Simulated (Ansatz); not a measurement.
# BN with a defect (O on an N site): a single-point run

The task is a single point on BN with a defect (O on an N site) that gives the gradients at the nuclei.

The COD entry's cell or inner coordinates are ideal or old and differ from later refinements, so a difference from it is no clean test against experiment.

Computed with Ansatz 0.2.0 (DFT, PBE, plane-wave PAW, default files, scalar-relativistic, unless a step's input says otherwise).

### Step 1. Starting point

The structure is hexagonal, space group P-6m2 (No. 187). Conventional cell: a = 7.495 Å, b = 7.495 Å, c = 6.636 Å, α = 90.00°, β = 90.00°, γ = 120.00°. B (site symmetry -6m2) has 3 N at 1.44 Å as nearest neighbours. Around B (site symmetry m) lie 3 N at 1.44 Å. B (site symmetry mm2) is surrounded by 1 O at 1.44 Å and 2 N at 1.44 Å. B (site symmetry mm2) is surrounded by 3 N at 1.44 Å. Around O (site symmetry -6m2) lie 3 B at 1.44 Å. Only part of the 14 independent sites is listed.

Structure file:

```cif
data_structure
_symmetry_space_group_name_H-M 'P-6m2'
_symmetry_Int_Tables_number 187
_cell_length_a 7.4947
_cell_length_b 7.4947
_cell_length_c 6.6357
_cell_angle_alpha 90.000
_cell_angle_beta 90.000
_cell_angle_gamma 120.000
_cell_volume 322.80
loop_
_atom_site_label
_atom_site_type_symbol
_atom_site_symmetry_multiplicity
_atom_site_Wyckoff_symbol
_atom_site_fract_x
_atom_site_fract_y
_atom_site_fract_z
_atom_site_occupancy
B1 B 1 a 0.00000 0.00000 0.00000 1
B2 B 6 l 0.00000 0.33333 0.00000 1
B3 B 1 c 0.33333 0.66667 0.00000 1
B4 B 1 e 0.66667 0.33333 0.00000 1
B5 B 3 k 0.11111 0.88889 0.50000 1
B6 B 3 k 0.11111 0.55556 0.50000 1
B7 B 3 k 0.44444 0.22222 0.50000 1
O1 O 1 b 0.00000 0.00000 0.50000 1
N1 N 6 m 0.00000 0.33333 0.50000 1
N2 N 1 d 0.33333 0.66667 0.50000 1
N3 N 1 f 0.66667 0.33333 0.50000 1
N4 N 3 j 0.11111 0.88889 0.00000 1
N5 N 3 j 0.11111 0.55556 0.00000 1
N6 N 3 j 0.44444 0.22222 0.00000 1
```

### Step 2. The run

The input, input.yaml:

```yaml
crystal:
  lattice:
    - [7.49472, 0.0, 0.0]
    - [-3.74736, 6.4906179144, 0.0]
    - [0.0, 0.0, 6.6357]
  atoms:
    - { symbol: B, position: [0.1111111111, 0.2222222222, 0.25] }
    - { symbol: B, position: [0.1111111111, 0.5555555556, 0.25] }
    - { symbol: B, position: [0.1111111111, 0.8888888889, 0.25] }
    - { symbol: B, position: [0.4444444444, 0.2222222222, 0.25] }
    - { symbol: B, position: [0.4444444444, 0.5555555556, 0.25] }
    - { symbol: B, position: [0.4444444444, 0.8888888889, 0.25] }
    - { symbol: B, position: [0.7777777778, 0.2222222222, 0.25] }
    - { symbol: B, position: [0.7777777778, 0.5555555556, 0.25] }
    - { symbol: B, position: [0.7777777778, 0.8888888889, 0.25] }
    - { symbol: B, position: [0.2222222222, 0.1111111111, 0.75] }
    - { symbol: B, position: [0.2222222222, 0.4444444444, 0.75] }
    - { symbol: B, position: [0.2222222222, 0.7777777778, 0.75] }
    - { symbol: B, position: [0.5555555556, 0.1111111111, 0.75] }
    - { symbol: B, position: [0.5555555556, 0.4444444444, 0.75] }
    - { symbol: B, position: [0.5555555556, 0.7777777778, 0.75] }
    - { symbol: B, position: [0.8888888889, 0.1111111111, 0.75] }
    - { symbol: B, position: [0.8888888889, 0.4444444444, 0.75] }
    - { symbol: B, position: [0.8888888889, 0.7777777778, 0.75] }
    - { symbol: O, position: [0.1111111111, 0.2222222222, 0.75], spin: 1.0 }
    - { symbol: "N", position: [0.1111111111, 0.5555555556, 0.75] }
    - { symbol: "N", position: [0.1111111111, 0.8888888889, 0.75] }
    - { symbol: "N", position: [0.4444444444, 0.2222222222, 0.75] }
    - { symbol: "N", position: [0.4444444444, 0.5555555556, 0.75] }
    - { symbol: "N", position: [0.4444444444, 0.8888888889, 0.75] }
    - { symbol: "N", position: [0.7777777778, 0.2222222222, 0.75] }
    - { symbol: "N", position: [0.7777777778, 0.5555555556, 0.75] }
    - { symbol: "N", position: [0.7777777778, 0.8888888889, 0.75] }
    - { symbol: "N", position: [0.2222222222, 0.1111111111, 0.25] }
    - { symbol: "N", position: [0.2222222222, 0.4444444444, 0.25] }
    - { symbol: "N", position: [0.2222222222, 0.7777777778, 0.25] }
    - { symbol: "N", position: [0.5555555556, 0.1111111111, 0.25] }
    - { symbol: "N", position: [0.5555555556, 0.4444444444, 0.25] }
    - { symbol: "N", position: [0.5555555556, 0.7777777778, 0.25] }
    - { symbol: "N", position: [0.8888888889, 0.1111111111, 0.25] }
    - { symbol: "N", position: [0.8888888889, 0.4444444444, 0.25] }
    - { symbol: "N", position: [0.8888888889, 0.7777777778, 0.25] }
magnetization:
  spin_polarized: true
kpoints:
  mp_grid: { grid: [1, 1, 1] }
scf:
  occupations: { method: fermi_dirac, width: 0.01 }
  max_iter: 80
hamiltonian:
  xc: pbe
  pseudopotentials: { kind: paw }
output:
  forces: true
  stress: true
  populations: true
  efg:
    quadrupole_moments_barn: { B: 0.04059, O: -0.02558, "N": 0.02044 }
    contact_densities: true
```

Command:

```
ansatz run input.yaml --threads 1 --pin off --max-ram 3072MiB --backend cpu --events-out ev --progress --plain --runs-dir out
```

Q: Will this input give a usable result? If not, why, and what should change?

This run ends as converged, with warnings (stability check not made). It gives a largest force of 2.3 eV/Å, which is large; a structure far from rest gives such values too, whatever the setting.

Look at the input: kpoints.mp_grid.grid is [1, 1, 1]. Band dispersion is ignored when only one k-point is used.

To check: set kpoints.mp_grid.grid to [3, 3, 3].
